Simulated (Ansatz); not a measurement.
**CH5FGeO (SMILES [CH3][GeH]([OH])[F]): a chain of runs**

We compute a series of 15 runs (B3LYP/def2-SVP, UB3LYP/def2-SVP, PBE/def2-SVP, UPBE/def2-SVP) of CH5FGeO and its partners. 

The calculation is run with Ansatz 0.2.0.

**1. The structure to begin with**

CH5FGeO: 9 atoms, total charge 0, spin state singlet. SMILES: `[CH3][GeH]([OH])[F]`. The coordinates come from a PBE0-D4/def2-TZVP relaxation. This is one conformer, not always the lowest. The run starts from this shape.

Bond lengths: C1–Ge2 1.923 Å, Ge2–O3 1.766 Å, Ge2–F4 1.745 Å, C1–H5 1.090 Å, C1–H6 1.091 Å, C1–H7 1.090 Å, Ge2–H8 1.538 Å, O3–H9 0.960 Å. Some angles: C1–Ge2–O3 107.0°, C1–Ge2–F4 108.4°, O3–Ge2–F4 106.8°, C1–Ge2–H8 118.4°, O3–Ge2–H8 111.2°, F4–Ge2–H8 104.4°, Ge2–C1–H5 108.9°, Ge2–C1–H6 110.1°, Ge2–C1–H7 110.2°, Ge2–O3–H9 113.6°.

**2. A structure relaxation at B3LYP/def2-SVP (paw set gaussian, start density atoms) (run 1)**

in.yaml

```yaml
crystal:
  periodic: [false, false, false]
  atoms:
    - {symbol: C, position_ang: [-0.669000, 0.976900, -0.584200]}
    - {symbol: Ge, position_ang: [0.088300, -0.643700, 0.121500]}
    - {symbol: O, position_ang: [1.270000, -0.170700, 1.345500]}
    - {symbol: F, position_ang: [0.974400, -1.438600, -1.153800]}
    - {symbol: H, position_ang: [0.138900, 1.624900, -0.924600]}
    - {symbol: H, position_ang: [-1.237900, 1.493500, 0.189700]}
    - {symbol: H, position_ang: [-1.327100, 0.751300, -1.423500]}
    - {symbol: H, position_ang: [-0.865500, -1.725100, 0.656800]}
    - {symbol: H, position_ang: [1.716500, -0.914700, 1.755500]}
basis:
  gaussian: {orbitals: def2-SVP}
relax: {}
total_charge: 0
hamiltonian: {xc: {name: B3LYP}}
```

Run with:

```console
$ ansatz run in.yaml --threads 1 --pin off --max-ram 3480MiB --events-out events.jsonl --progress --plain --runs-dir runs
```

The log of the run:

```text
Warning: RAYON_NUM_THREADS=1 ignored (pool sized by the plan → 1); use --threads N
The last accepted step is kept in runs//last_step.txt (removed where the run ends without a failure and the disk answers)
[... 40 lines left out ...]
Total energy: -62392.13883559 eV, -2292.8688112974 hartree
[... 9 lines left out ...]
Dipole moment:    -0.299001     0.050922     0.209721 e Å
```

Wall time 18 s (1 thread of Arm Neoverse V2, shared host); peak memory 0.21 GiB.

The path in brief:

```tsv
step	energy from the first frame kept (eV)	largest force (eV/Å)
1	0.0000	0.3519
2	-0.0100	0.1255
3	-0.0111	0.0183
4	-0.0112	0.0077
```

After the run. Bond lengths: C1–Ge2 1.937 Å, Ge2–O3 1.776 Å, Ge2–F4 1.755 Å, C1–H5 1.100 Å, C1–H6 1.100 Å, C1–H7 1.100 Å, Ge2–H8 1.543 Å, O3–H9 0.967 Å. Some angles: C1–Ge2–O3 106.9°, C1–Ge2–F4 108.8°, O3–Ge2–F4 106.8°, C1–Ge2–H8 117.7°, O3–Ge2–H8 111.5°, F4–Ge2–H8 104.6°, Ge2–C1–H5 109.1°, Ge2–C1–H6 110.1°, Ge2–C1–H7 110.3°, Ge2–O3–H9 113.7°.

**3. The doublet cation: a structure relaxation at UB3LYP/def2-SVP (paw set gaussian, start density atoms) (run 2)**

job.yaml

```yaml
crystal:
  periodic: [false, false, false]
  atoms:
    - {symbol: C, position_ang: [-0.669000, 0.976900, -0.584200]}
    - {symbol: Ge, position_ang: [0.088300, -0.643700, 0.121500]}
    - {symbol: O, position_ang: [1.270000, -0.170700, 1.345500]}
    - {symbol: F, position_ang: [0.974400, -1.438600, -1.153800]}
    - {symbol: H, position_ang: [0.138900, 1.624900, -0.924600]}
    - {symbol: H, position_ang: [-1.237900, 1.493500, 0.189700]}
    - {symbol: H, position_ang: [-1.327100, 0.751300, -1.423500]}
    - {symbol: H, position_ang: [-0.865500, -1.725100, 0.656800]}
    - {symbol: H, position_ang: [1.716500, -0.914700, 1.755500]}
basis:
  gaussian: {orbitals: def2-SVP}
total_charge: 1
relax: {}
hamiltonian: {xc: {name: B3LYP}}
magnetization: {spin_polarized: true, initial_magnetization: 1}
```

Run with:

```console
$ ansatz run job.yaml --threads 1 --pin off --max-ram 3480MiB --events-out events.jsonl --progress --plain --runs-dir runs
```

The log of the run, shortened:

```text
Warning: RAYON_NUM_THREADS=1 ignored (pool sized by the plan → 1); use --threads N
[... 1 set-up line as earlier in the session ...]
[... 115 lines left out ...]
Total energy: -62381.84091873 eV, -2292.4903698330 hartree
[... 9 lines left out ...]
Dipole moment:    -0.346086     0.538645     0.070721 e Å
```

It took 1.7 min on 1 thread of Arm Neoverse V2, shared host; peak memory 0.3 GiB.

Steps, from the record of the run:

```tsv
step	energy from the first frame kept (eV)	largest force (eV/Å)
1	0.0000	1.7451
2	-0.3076	2.5360
3	-0.3656	3.1349
4	-0.5162	0.5420
5	-0.5754	0.9441
6	-0.6342	0.7788
7	-0.6735	0.8105
8	-0.6856	1.6268
9	-0.7178	0.3484
10	-0.7096	0.4542
11	-0.7234	0.1501
12	-0.7238	0.0642
13	-0.7246	0.0729
14	-0.7252	0.0205
15	-0.7253	0.0134
16	-0.7253	0.0028
```

After the run. Bond lengths: C1–Ge2 2.201 Å, Ge2–O3 1.736 Å, Ge2–F4 1.710 Å, C1–H5 1.098 Å, C1–H6 1.097 Å, C1–H7 1.100 Å, Ge2–H8 1.529 Å, O3–H9 0.977 Å. Some angles: C1–Ge2–O3 100.6°, C1–Ge2–F4 101.3°, O3–Ge2–F4 113.1°, C1–Ge2–H8 105.3°, O3–Ge2–H8 115.7°, F4–Ge2–H8 117.6°, Ge2–C1–H5 100.4°, Ge2–C1–H6 102.1°, Ge2–C1–H7 96.9°, Ge2–O3–H9 120.3°.

Runs 3 to 13 aren't shown in full; the table further down has their settings and results.

**4. The H atom: a single-point energy at UPBE/def2-SVP (paw set gaussian, start density atoms) (run 14)**

in.yaml

```yaml
crystal:
  periodic: [false, false, false]
  atoms:
    - {symbol: H, position_ang: [0.138900, 1.624900, -0.924600]}
basis:
  gaussian:
    orbitals: def2-SVP
magnetization:
  spin_polarized: true
  initial_magnetization: 1
hamiltonian:
  xc: {name: PBE}
```

Run the same way, it converges to -0.49863 Eh (log not shown).

**5. CH4FGeO: the energy at UPBE/def2-SVP (paw set gaussian, start density atoms) (run 15)**

input.yaml

```yaml
crystal:
  periodic: [false, false, false]
  atoms:
    - {symbol: C, position_ang: [-0.897802, 0.807477, -0.486653]}
    - {symbol: Ge, position_ang: [0.058016, -0.731919, 0.123432]}
    - {symbol: O, position_ang: [1.071201, -0.173361, 1.467917]}
    - {symbol: F, position_ang: [1.153176, -1.299637, -1.125293]}
    - {symbol: H, position_ang: [-0.604837, 1.808450, -0.155162]}
    - {symbol: H, position_ang: [-1.730457, 0.739484, -1.193169]}
    - {symbol: H, position_ang: [-0.779755, -1.973482, 0.479587]}
    - {symbol: H, position_ang: [1.680157, -0.848112, 1.796841]}
basis:
  gaussian:
    orbitals: def2-SVP
magnetization:
  spin_polarized: true
  initial_magnetization: 1
hamiltonian:
  xc: {name: PBE}
```

Run with:

```console
$ ansatz run input.yaml --threads 1 --pin off --max-ram 3480MiB --events-out events.jsonl --progress --plain --runs-dir runs
```

The log of the run:

```text
Warning: RAYON_NUM_THREADS=1 ignored (pool sized by the plan → 1); use --threads N
Functional definition: PBE
  name "PBE"
  parameter kappa = 0.804
  parameter beta = 0.06672455060314922
  exchange = pbe_x(kappa = kappa, mu = beta*pi^2/3)
  correlation = pbe_c(beta = beta)
1032 factors; their error is unknown
mean field evaluation 1: about -62347.9052 eV, gradient 5.2e1 eV
mean field evaluation 2: about -62305.8212 eV, gradient 1.1e2 eV
mean field evaluation 4: about -62357.4549 eV, gradient 8.1e0 eV
mean field evaluation 8: about -62357.6920 eV, gradient 2.0e-1 eV
mean field evaluation 16: about -62357.6358 eV, gradient 1.4e-4 eV
mean field -62357.63576603 eV, -2291.6008468779 hartree, gradient 2.6e-5 eV, S^2 0.753455; 0 other end points of the search recorded, 0 dependent functions left out
reference -62357.63579902 eV, -2291.6008480902 hartree; 30, 29 occupied and 64, 65 virtual orbitals, 1032 factors
Total energy: -62357.63579902 eV, -2291.6008480902 hartree
```

Run time: 2.9 s. Hardware: 1 thread of Arm Neoverse V2, shared host; peak memory 0.14 GiB.

**6. The series**

```tsv
run	level	broken bond	fragment atoms	partner	energy (Eh)	wall time
1	B3LYP/def2-SVP (paw set gaussian, start density atoms)	–	–	base	-2292.868811	18 s
2	UB3LYP/def2-SVP (paw set gaussian, start density atoms)	–	–	cation	-2292.490370	1.7 min
3	UB3LYP/def2-SVP (paw set gaussian, start density atoms)	–	–	anion	-2292.829488	1.9 min
4	UB3LYP/def2-SVP (paw set gaussian, start density atoms)	(4, 2)	(1, 2, 3, 5, 6, 7, 8, 9)	fragment	-2193.018960	30 s
5	UB3LYP/def2-SVP (paw set gaussian, start density atoms)	(9, 3)	(1, 2, 3, 4, 5, 6, 7, 8)	fragment	-2292.178886	38 s
6	UB3LYP/def2-SVP (paw set gaussian, start density atoms)	(5, 1)	(1, 2, 3, 4, 6, 7, 8, 9)	fragment	-2292.194910	89 s
7	PBE/def2-SVP (paw set gaussian, start density atoms)	–	–	base	-2292.271128	1.9 s
8	UPBE/def2-SVP (paw set gaussian, start density atoms)	–	–	cation	-2291.902634	3.9 s
9	UPBE/def2-SVP (paw set gaussian, start density atoms)	–	–	anion	-2292.232244	3.9 s
10	UPBE/def2-SVP (paw set gaussian, start density atoms)	(4, 2)	(4)	fragment	-99.539757	0.24 s
11	UPBE/def2-SVP (paw set gaussian, start density atoms)	(4, 2)	(1, 2, 3, 5, 6, 7, 8, 9)	fragment	-2192.514925	2.4 s
12	UPBE/def2-SVP (paw set gaussian, start density atoms)	(9, 3)	(9)	fragment	-0.498629	0.06 s
13	UPBE/def2-SVP (paw set gaussian, start density atoms)	(9, 3)	(1, 2, 3, 4, 5, 6, 7, 8)	fragment	-2291.584297	6.3 s
14	UPBE/def2-SVP (paw set gaussian, start density atoms)	(5, 1)	(5)	fragment	-0.498629	0.06 s
15	UPBE/def2-SVP (paw set gaussian, start density atoms)	(5, 1)	(1, 2, 3, 4, 6, 7, 8, 9)	fragment	-2291.600848	2.9 s
```

**7. Summary of results**

```
                                                                                                                                     quantity           value
                                                                                                                CH4FGeO, run 15: total energy  -2291.60085 Eh
                                                                                                                        CH4FGeO, run 15: ⟨S²⟩           0.753
                                                       adiabatic electron affinity (to the doublet anion, no zero-point term), B3LYP/def2-SVP       -1.070 eV
                       adiabatic electron affinity (to the doublet anion, shapes relaxed at B3LYP/def2-SVP, no zero-point term), PBE/def2-SVP       -1.058 eV
dissociation energy of the F4–Ge2 bond into doublet F and doublet CH5GeO (shapes relaxed at B3LYP/def2-SVP, no zero-point term), PBE/def2-SVP        5.890 eV
dissociation energy of the H9–O3 bond into doublet H and doublet CH4FGeO (shapes relaxed at B3LYP/def2-SVP, no zero-point term), PBE/def2-SVP        5.121 eV
dissociation energy of the H5–C1 bond into doublet H and doublet CH4FGeO (shapes relaxed at B3LYP/def2-SVP, no zero-point term), PBE/def2-SVP        4.671 eV
                                                      adiabatic ionisation energy (to the doublet cation, no zero-point term), B3LYP/def2-SVP       10.298 eV
                      adiabatic ionisation energy (to the doublet cation, shapes relaxed at B3LYP/def2-SVP, no zero-point term), PBE/def2-SVP       10.027 eV
```

At B3LYP/def2-SVP: the adiabatic electron affinity (to the doublet anion, no zero-point term) is −1.07 eV (−103 kJ/mol). A negative value puts this state of the anion above the relaxed parent: the electron is not bound at this level, and such a value depends on the basis. At PBE/def2-SVP: the adiabatic electron affinity (to the doublet anion, shapes relaxed at B3LYP/def2-SVP, no zero-point term) is −1.06 eV (−102 kJ/mol). At PBE/def2-SVP: the dissociation energy of the F4–Ge2 bond into doublet F and doublet CH5GeO (shapes relaxed at B3LYP/def2-SVP, no zero-point term) is 5.89 eV (136 kcal/mol). At PBE/def2-SVP: the dissociation energy of the H9–O3 bond into doublet H and doublet CH4FGeO (shapes relaxed at B3LYP/def2-SVP, no zero-point term) is 5.12 eV (494 kJ/mol). At PBE/def2-SVP: the dissociation energy of the H5–C1 bond into doublet H and doublet CH4FGeO (shapes relaxed at B3LYP/def2-SVP, no zero-point term) is 4.67 eV (108 kcal/mol). Totals of different functionals can't be ranked against each other. All runs together took 7 min, the longest 1.9 min.
